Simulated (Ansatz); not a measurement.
# H2InO: the cost of one run

Program: Ansatz 0.2.0. Level of theory: UKS PBE0/def2-SVP. These are calculated values, not measurements.

**1. The starting structure**

Bond lengths: O1–In2 1.990 Å, In2–H3 1.531 Å, In2–H4 1.672 Å. Angles: O1–In2–H3 117.5°, O1–In2–H4 110.6°, H3–In2–H4 130.3°.

As a file:

```xyz
4

O    -1.7553   -0.3972   -0.1866
In    0.1689    0.0105    0.1171
H     1.0400   -1.0974    0.7144
H     0.6019    1.4238   -0.6652
```

**2. End point A**

Input file input.yaml:

```yaml
crystal:
  periodic: [false, false, false]
  atoms:
    - { symbol: O, position_ang: [-1.7553, -0.3972, -0.1866] }
    - { symbol: In, position_ang: [0.1689, 0.0105, 0.1171] }
    - { symbol: H, position_ang: [1.04, -1.0974, 0.7144] }
    - { symbol: H, position_ang: [0.6019, 1.4238, -0.6652] }
magnetization:
  spin_polarized: true
  initial_magnetization: 1
basis:
  gaussian: { orbitals: def2-SVP }
hamiltonian:
  xc: pbe0
relax:
  f_tol: 0.02
  max_steps: 50
output:
  orbitals: {}
```

Command:

```bash
> ansatz run input.yaml --threads 1 --pin off --max-ram 2048MiB --backend cpu --events-out ev --progress --plain --runs-dir out
```

**Question.** How long does this run take on 1 thread of Intel Xeon Platinum 8259CL at 2.50GHz (Skylake/Cascade Lake), shared host, and how much memory does it need?

About 20 s, with a peak of 0.15 GiB.
